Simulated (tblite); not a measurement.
# CH5NOZn: the cost of one run

Computed with tblite 0.8.0 and PySCF 2.14.0; each step states its level. No surroundings beyond the atoms listed, unless a continuum is named. Atoms count from 0, parts from 1.

### Step 1. Starting point

9 atoms, charge 0, multiplicity 1; geometry: rigid parts in contact. Parts: 1 = atoms 0–2, `[ZnH2]`, charge 0; 2 = atoms 3–8, `NC=O`, charge 0.

### Step 2. Docking the parts with GFN2-xTB

What the job is given:

```
{"job": {"kind": "dock", "xc": "GFN2-xTB", "basis": "xTB"}, "charge": 0, "multiplicity": 1, "parts": [{"atoms": "0-2", "charge": 0, "multiplicity": 1}, {"atoms": "3-8", "charge": 0, "multiplicity": 1}]}
Zn     0.000057     0.000141     0.000214
H      1.314353    -0.707245     0.141897
H     -1.314410     0.707104    -0.142111
N     -2.239509    -2.071056    -0.712743
C     -1.435193    -2.704903     0.161701
O     -0.966018    -2.205823     1.148570
H     -2.477917    -1.106939    -0.541815
H     -2.614881    -2.524068    -1.525720
H     -1.248876    -3.754841    -0.132113
```

With the program's defaults for keys left out, this is: GFN2-xTB search for minima from random contacts, gas phase.

The run is started by

```
OMP_NUM_THREADS=1 python cluster_run.py task.json out
```

This one command runs all jobs of the session in turn.

Q: Estimate the wall time of this first job on 1 thread of Intel Xeon 6975P-C, shared host.

About 1 s.
